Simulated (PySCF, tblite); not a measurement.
# C₇H₉NSi: geometry, infrared bands and NMR shifts

Wanted: the infrared bands and NMR shifts of C₇H₉NSi (`C=C1[SiH2][C@H]1n1cccc1`), by calculation.

Programs: tblite 0.8.0 and PySCF 2.14.0, with density-fitted response routines of our own. Each step states its level of theory. These are calculated values for one molecule in the gas phase, unless marked as measured. Atoms are numbered from 0 throughout.

### Step 1. Starting geometry

18 atoms, charge 0, multiplicity 1; geometry from: force field or distance geometry start.

Bonds of the start (Å): C0–C1 1.34, C1–Si2 1.70, Si2–C3 2.30, C3–N4 1.48, N4–C5 1.37, C5–C6 1.37, C6–C7 1.43, C7–C8 1.38, C3–C1 1.41, C8–N4 1.36, C0–H9 1.09, C0–H10 1.08, Si2–H11 1.48, Si2–H12 1.49, C3–H13 1.09, C5–H14 1.07, C6–H15 1.07, C7–H16 1.09, C8–H17 1.08.

### Step 2. Relaxing the molecule with GFN2-xTB

What the job is given:

```
{"job": {"kind": "relax", "xc": "GFN2-xTB", "basis": "xTB"}, "charge": 0, "multiplicity": 1}
C      2.751100    -0.919400    -0.699800
C      1.914200    -0.076000    -0.079300
Si     1.776500     1.614400     0.065600
C      0.819800    -0.354800     0.767100
N     -0.580100    -0.243600     0.305800
C     -1.087200    -0.889800    -0.795800
C     -2.427100    -0.591200    -0.864900
C     -2.733700     0.227000     0.260900
C     -1.570600     0.398900     0.975500
H      2.610000    -1.993000    -0.601000
H      3.557900    -0.571600    -1.324400
H      2.042300     2.229400     1.386600
H      0.623800     2.261700    -0.628400
H      0.958000    -0.207700     1.838200
H     -0.452900    -1.485100    -1.426000
H     -3.116100    -0.943300    -1.609500
H     -3.710900     0.622500     0.522100
H     -1.383700     0.928000     1.895700
```

Started as:

```bash
$ OMP_NUM_THREADS=1 python probes_run.py task.json out
```

One launch serves the whole session: the jobs run in the order shown.

**Question.** This job is followed by: GFN2-xTB harmonic vibrations, gas phase; GIAO PBE0/pcSseg-1 NMR shielding, non-relativistic, gas phase. What will the session give for the following? strongest single infrared mode (GFN2-xTB); zero-point energy (GFN2-xTB); 13C shifts against TMS (PBE0/pcSseg-1, means over atoms taken as alike); 1H shifts against TMS (PBE0/pcSseg-1, means over atoms taken as alike); 29Si shifts against TMS (PBE0/pcSseg-1); 15N shifts against NH3 (PBE0/pcSseg-1).

As calculated:

```
                                                               quantity                                         value
                              strongest single infrared mode (GFN2-xTB)                         2375 cm⁻¹, 327 km/mol
                                           zero-point energy (GFN2-xTB)                                 84.2 kcal/mol
13C shifts against TMS (PBE0/pcSseg-1, means over atoms taken as alike)          145.1, 141.2, 121.1, 114.2, 36.1 ppm
 1H shifts against TMS (PBE0/pcSseg-1, means over atoms taken as alike)  7.13, 7.01, 6.53, 6.32, 4.07, 3.63, 3.43 ppm
                                29Si shifts against TMS (PBE0/pcSseg-1)                                    -135.9 ppm
                                 15N shifts against NH3 (PBE0/pcSseg-1)                                     188.3 ppm
```

What this shows: Over 150 steps the energy fell by 1.536 eV; of the close pairs, Si2–C3 changed most, 2.299 to 1.928 Å. No mode is imaginary among the 48: a minimum at this level. The strongest single mode, at 2375 cm⁻¹, moves mainly H12. GFN2-xTB is a fitted tight-binding method: band positions and strengths are rough. Its intensities can rank the bands wrongly. At PBE0/pcSseg-1: The widest tensor belongs to Si2: span 255 ppm, with a paramagnetic part of -396 ppm. NICS(1)zz of -29 ppm above the planar ring from N4 marks a diatropic (aromatic) ring current.
